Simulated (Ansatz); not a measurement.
Run this with Ansatz 0.2.0 through its Python package and show what comes out.

`paw_lapw_bn.py`
```python
"""Checking the PAW result for BN with LAPW."""

import ansatz as az
import numpy as np
import pandas as pd


def count_gap(report):
    # lowest empty less highest filled band, counting bands; zero where they overlap
    return max(report.get("gap_by_band_count_ev") or 0.0, 0.0)


def main() -> None:
    vectors = np.array([
        [2.536, 0.0, 0.0],
        [-1.268, 2.19624042, 0.0],
        [0.0, 0.0, 4.199],
    ])
    crystal = (
        az.Lattice.of(vectors)
        .atom("B", [2 / 3, 1 / 3, 0.0])
        .atom("B", [1 / 3, 2 / 3, 0.5])
        .atom("N", [2 / 3, 1 / 3, 0.375])
        .atom("N", [1 / 3, 2 / 3, 0.875])
    )

    model = (
        crystal.calculation()
        .functional(az.Functional.PBE)
        .kpoints(12, 12, 6)
        .occupations("fixed")
        .scf(tolerance=1e-10)
        .stress()
        .forces()
        .band_table()
    )
    variants = {
        "PAW": model.pseudopotentials("paw"),
        "LAPW": model.pseudopotentials("all_electron", lapw=True),
    }
    # totals differ by the cores that each treatment holds, so compare what does not depend on them
    rows = []
    for label, variant in variants.items():
        report = variant.run(threads=1, pin="off").report
        levels = np.array(report["eigenvalues_ev"][0]) - report["fermi_energy_ev"]
        print(label, "levels at the first k-point near E_F:", np.round(levels[np.abs(levels) < 5], 3))
        rows.append((label, report["n_electrons"], np.trace(report["stress_gpa"]) / 3, float(np.abs(report["forces_ev_ang"]).max()), count_gap(report)))
    print(pd.DataFrame(rows, columns=["treatment", "electrons in bands", "P GPa", "max force component eV/A", "gap by band count eV"]).round(4).to_string(index=False))


if __name__ == "__main__":
    main()
```

```console
$ python paw_lapw_bn.py
DeckWarning: basis.ecutwfc = 420 eV, auto-derived from the records' recommended cutoffs: set by B (normal level)
PAW levels at the first k-point near E_F: [-2.133 -2.133 -0.247 -0.     0.   ]
LAPW levels at the first k-point near E_F: [-2.134 -2.134 -0.248 -0.     0.   ]
treatment  electrons in bands  P GPa  max force component eV/A  gap by band count eV
      PAW                16.0 7.9799                    0.0554                5.2181
     LAPW                24.0 7.9833                    0.0550                5.2079
```
(Warnings from the package without file and line.)

PAW gives 7.980 GPa and LAPW 7.983 GPa, 0.003 GPa apart. They took 0.7 and 11.2 s of processor time.

Reading the output:
- Semilocal gaps usually lie well under measured ones.
- Under fixed occupations the level called the Fermi level is the highest filled one on the SCF mesh; off the mesh a filled band can lie a little above it.
- Of the deposited cell: the entry's cell lengths or inner coordinates differ somewhat from later room-temperature determinations.
- At these settings the cell as given stands under about 8 GPa, so it isn't at this functional's equilibrium volume.
- The structure is a deposited one; some such entries were measured under pressure or heat, so a shift against it needn't be the functional's error alone.
- Gaps and levels are Kohn-Sham values on a finite set of k-points.
- Pressure is positive in compression; the treatments may keep other shells as core, so totals and counts of electrons can differ.
- Finished in 13 s on 1 thread of AMD EPYC 9R45 96-Core Processor (Zen 5) (shared host), peak memory 0.62 GiB.
